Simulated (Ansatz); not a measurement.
# BH₇NPSi: up Jacob's ladder to CCSD(T)

The task here is to estimate one member of a computed series from the others.

The runs use Ansatz 0.2.0, Gaussian basis; functionals in def2-TZVPP, the program's frozen cores in correlated methods.

The runs, in order: LDA (SPW92), PBE-D4, revPBE-D4, BLYP-D4, r2SCAN-D4, B97M-V, PBE0-D4, B3LYP-D4, r2SCANh-D4, r2SCAN0-D4, HSE06-D4, BHLYP-D4, CAM-B3LYP-D4, LC-ωPBE, ωB97X-V, ωB97M-V, B2PLYP, PBE-QIDH; CCSD(T)/def2-SVP; CCSD(T)/def2-TZVPP; MP2/def2-QZVPP; extrapolation to the limit; RPA on PBE.

**Structure used throughout**

All runs share one geometry, relaxed beforehand with PBE0-D4 in a triple-zeta def2 set.

SMILES `NPB[SiH3]`, 11 atoms, charge 0, spin multiplicity 1.

Atoms are counted from 1 here; the program's logs count them from 0.

Bond lengths: N1–P2 1.677 Å, N1–H5 1.007 Å, N1–H6 1.007 Å, P2–B3 1.797 Å, P2–H7 1.412 Å, B3–Si4 2.002 Å, B3–H8 1.193 Å, Si4–H9 1.490 Å, Si4–H10 1.492 Å, Si4–H11 1.491 Å. Angles: P2–N1–H5 119.3°, P2–N1–H6 117.2°, H5–N1–H6 112.7°, N1–P2–B3 118.8°, N1–P2–H7 110.6°, B3–P2–H7 111.1°, P2–B3–Si4 116.1°, P2–B3–H8 119.9°, Si4–B3–H8 123.2°, B3–Si4–H9 112.3°, B3–Si4–H10 109.1°, B3–Si4–H11 112.6°, H9–Si4–H10 107.4°, H9–Si4–H11 107.8°, H10–Si4–H11 107.4°.

The first run:

File in.yaml:

```yaml
crystal:
  periodic: [false, false, false]
  atoms:
    - {symbol: N, position_ang: [-0.619365, 2.469129, -0.469032]}
    - {symbol: P, position_ang: [-0.780097, 0.826232, -0.174908]}
    - {symbol: B, position_ang: [0.615813, -0.253933, -0.510965]}
    - {symbol: Si, position_ang: [0.544441, -2.069923, 0.327764]}
    - {symbol: H, position_ang: [-0.016458, 3.019231, 0.121144]}
    - {symbol: H, position_ang: [-1.445510, 2.968331, -0.754262]}
    - {symbol: H, position_ang: [-1.296235, 0.602503, 1.120396]}
    - {symbol: H, position_ang: [1.423207, 0.054987, -1.333700]}
    - {symbol: H, position_ang: [0.543961, -3.160798, -0.687229]}
    - {symbol: H, position_ang: [1.750181, -2.260079, 1.186267]}
    - {symbol: H, position_ang: [-0.654536, -2.252581, 1.195126]}
basis:
  gaussian: {orbitals: def2-TZVPP}
hamiltonian: {xc: lda}
output: {orbitals: {seedname: orbitals}}
```

The run is started by

```sh
$ ansatz run in.yaml --threads 2 --pin off --events-out ev --progress --plain --max-ram 4352MiB
```

Among the steps run: LDA; PBE-D4 (GGA); revPBE-D4 (GGA); BLYP-D4 (GGA); r2SCAN-D4 (meta-GGA); B97M-V (meta-GGA); B3LYP-D4 (hybrid); r2SCANh-D4 (hybrid); r2SCAN0-D4 (hybrid); HSE06-D4 (hybrid); BHLYP-D4 (hybrid); CAM-B3LYP-D4 (range-separated); LC-ωPBE (range-separated); ωB97X-V (range-separated); ωB97M-V (range-separated); B2PLYP (double hybrid); PBE-QIDH (double hybrid).

One of the session's tables, all rows but one given; the rest of the session is left out.

It belongs to the step «Orbital energies across the functionals». 

```
  functional  HOMO (eV)  LUMO (eV)  gap (eV)
 LDA (SPW92)      -6.13      -2.84      3.29
      PBE-D4      -6.01      -2.67      3.34
   revPBE-D4      -5.96      -2.60      3.36
     BLYP-D4      -5.83      -2.50      3.34
   r2SCAN-D4      -6.19      -2.48      3.70
      B97M-V      -6.26      -2.54      3.72
     PBE0-D4      -7.00      -1.83      5.17
    B3LYP-D4      -6.78      -1.99      4.79
  r2SCANh-D4      -6.56      -2.18      4.38
  r2SCAN0-D4          ?          ?         ?
    HSE06-D4      -6.60      -2.20      4.40
    BHLYP-D4      -7.83      -0.84      6.99
CAM-B3LYP-D4      -8.21      -0.73      7.48
     LC-ωPBE      -9.51       0.31      9.82
     ωB97X-V      -9.19       0.25      9.44
     ωB97M-V      -9.07       0.06      9.13
```

**Question.** Estimate the row for r2SCAN0-D4.

Worked estimate for «HOMO (eV)». Against the share of exact exchange, r2SCAN-D4 (0, -6.19), r2SCANh-D4 (0.1, -6.56) give a slope of -3.70 per unit share; at 0.25 the line stands at -7.11.

The run gave: HOMO (eV): -7.11; LUMO (eV): -1.72; gap (eV): 5.39. In «HOMO (eV)» the line misses by 0.00.
